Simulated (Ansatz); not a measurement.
**CH₃F₃OTi: basis-set convergence**

One table from this session's results is given with a row withheld; the runs are named, their logs left out.

Computed with Ansatz 0.2.0, Gaussian basis. Level: one geometry, several basis sets.

Plan: PBE0-D4/def2-SVP; ωB97M-V/def2-SVP; PBE0-D4/def2-QZVPP; ωB97M-V/def2-QZVPP; the functionals' def2-TZVPP values are taken from earlier runs.

### The relaxed structure

All runs share one geometry, relaxed beforehand with PBE0-D4 in a triple-zeta def2 set.

SMILES `C[O][Ti]([F])([F])[F]`, 9 atoms, charge 0, spin multiplicity 1.

Atoms are counted from 1 here; the program's logs count them from 0.

Bond lengths: C1–O2 1.395 Å, C1–H7 1.093 Å, C1–H8 1.093 Å, C1–H9 1.093 Å, O2–Ti3 1.735 Å, Ti3–F4 1.757 Å, Ti3–F5 1.757 Å, Ti3–F6 1.757 Å. Angles: O2–C1–H7 109.7°, O2–C1–H8 109.7°, O2–C1–H9 109.7°, H7–C1–H8 109.2°, H7–C1–H9 109.2°, H8–C1–H9 109.2°, C1–O2–Ti3 179.6°, O2–Ti3–F4 109.4°, O2–Ti3–F5 109.4°, O2–Ti3–F6 109.4°, F4–Ti3–F5 109.6°, F4–Ti3–F6 109.5°, F5–Ti3–F6 109.6°.

The first run:

The input, in.yaml:

```yaml
crystal:
  periodic: [false, false, false]
  atoms:
    - {symbol: C, position_ang: [0.273607, -1.264898, 0.977748]}
    - {symbol: O, position_ang: [0.051404, -0.177822, 0.132684]}
    - {symbol: Ti, position_ang: [-0.235760, 1.172555, -0.917688]}
    - {symbol: F, position_ang: [-1.317578, 0.684270, -2.212644]}
    - {symbol: F, position_ang: [1.289138, 1.716554, -1.599256]}
    - {symbol: F, position_ang: [-0.969287, 2.478981, -0.000697]}
    - {symbol: H, position_ang: [-0.092865, -1.032690, 1.980790]}
    - {symbol: H, position_ang: [-0.253955, -2.142400, 0.595662]}
    - {symbol: H, position_ang: [1.343797, -1.480849, 1.026300]}
basis:
  gaussian: {orbitals: def2-SVP}
hamiltonian: {xc: pbe0, dispersion: d4}
output: {orbitals: {seedname: orbitals}}
```

Started as:

```bash
$ ansatz run in.yaml --threads 4 --pin off --events-out ev --progress --plain --max-ram 11315MiB
```

Steps of the session up to this table: PBE0-D4 in def2-SVP; ωB97M-V in def2-SVP; PBE0-D4 in def2-QZVPP; ωB97M-V in def2-QZVPP.

One of the session's tables, all rows but one given; the rest of the session is left out.

It belongs to the step «Density functionals: the series». 

| functional | basis | HOMO (eV) | LUMO (eV) |
| --- | --- | --- | --- |
| PBE0-D4 | def2-SVP | -9.42 | -2.10 |
| PBE0-D4 | def2-TZVPP | -9.54 | -2.12 |
| PBE0-D4 | def2-QZVPP | ? | ? |
| ωB97M-V | def2-SVP | -11.76 | 0.25 |
| ωB97M-V | def2-TZVPP | -11.91 | 0.20 |
| ωB97M-V | def2-QZVPP | -11.91 | 0.20 |

Q: Estimate the row for PBE0-D4, def2-QZVPP from the others.

**Answer.** HOMO (eV): -9.54; LUMO (eV): -2.11.
